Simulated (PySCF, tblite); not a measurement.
# CH8O2Si3− (doublet): geometry, infrared bands and EPR parameters

Wanted: the infrared bands and EPR parameters of CH8O2Si3− (doublet) (`[O-][CH][Si@@H]([SiH3])O[SiH3]`), by calculation.

The runs use tblite 0.8.0 and PySCF 2.14.0, with density-fitted response routines of our own; the level of theory stands in each step. All values are computed, except where a source is named. Atoms count from 0, in the outputs and in this text.

## 1. The molecule as given

14 atoms, charge -1, multiplicity 2; geometry from: force field or distance geometry start.

Bonds of the start (Å): O0–C1 1.39, C1–Si2 1.87, Si2–Si3 2.25, Si2–O4 1.69, O4–Si5 1.68, C1–H6 1.10, Si2–H7 1.46, Si3–H8 1.46, Si3–H9 1.48, Si3–H10 1.48, Si5–H11 1.48, Si5–H12 1.47, Si5–H13 1.49.

## 2. Relaxing the molecule with GFN2-xTB

The job: settings as JSON, then the geometry in Å.

```
{"job": {"kind": "relax", "xc": "GFN2-xTB", "basis": "xTB"}, "charge": -1, "multiplicity": 2}
O     -1.562100     1.579000    -1.234500
C     -0.615300     1.766100    -0.240900
Si    -0.230600     0.184100     0.682500
Si    -2.054800    -1.133800     0.659300
O      0.922200    -0.666200    -0.215200
Si     2.516300    -0.171000     0.013400
H     -0.824100     2.623200     0.415300
H      0.123200     0.391300     2.083600
H     -3.269700    -0.319000     0.717400
H     -1.971400    -2.069200     1.801500
H     -2.107200    -1.898000    -0.605400
H      3.109900     0.047500    -1.321100
H      2.681800     0.973100     0.914300
H      3.281200    -1.307400     0.587700
```

Command:

```
OMP_NUM_THREADS=1 python probes_run.py task.json out
```

One launch serves the whole session: the jobs run in the order shown.

**Question.** This job is followed by: GFN2-xTB harmonic vibrations, gas phase; UKS B3LYP, pcH-1 on C H O Si, non-relativistic, mean-field spin-orbit, GIAO. What will the session give for the following? strongest single infrared mode (GFN2-xTB); zero-point energy (GFN2-xTB); g(iso) (B3LYP); ⟨S²⟩; largest a(iso) (averaged by class).

**Answer**, as computed:

```
                                 quantity                    value
strongest single infrared mode (GFN2-xTB)    1457 cm⁻¹, 701 km/mol
             zero-point energy (GFN2-xTB)            46.8 kcal/mol
                           g(iso) (B3LYP)                  2.00492
                                     ⟨S²⟩       0.755 (exact 0.75)
       largest a(iso) (averaged by class)  29Si on Si3, -205.8 MHz
```

Over 157 steps the energy fell by 1.246 eV; of the close pairs, O0–C1 changed most, 1.385 to 1.269 Å. The lowest mode is imaginary (35i cm⁻¹), so the xTB geometry is not a minimum: the zero-point energy counts the real modes alone, and all values at this geometry belong to a saddle point. The strongest single mode, at 1457 cm⁻¹, moves mainly C1 and O0. Unscaled tight-binding wavenumbers are off by several per cent, some by more. Its intensities can rank the bands wrongly. The largest spin populations lie on O0 (0.32 e), C1 (0.30 e). The isotropic g lies 2.6 ppt above the free-electron value. The records flag this anion as possibly unbound in the gas phase, so the basis may hold the extra electron. The conformer search (at its own cheap level) found a structure 8.2 kcal/mol lower, so these spectra needn't be the molecule's.
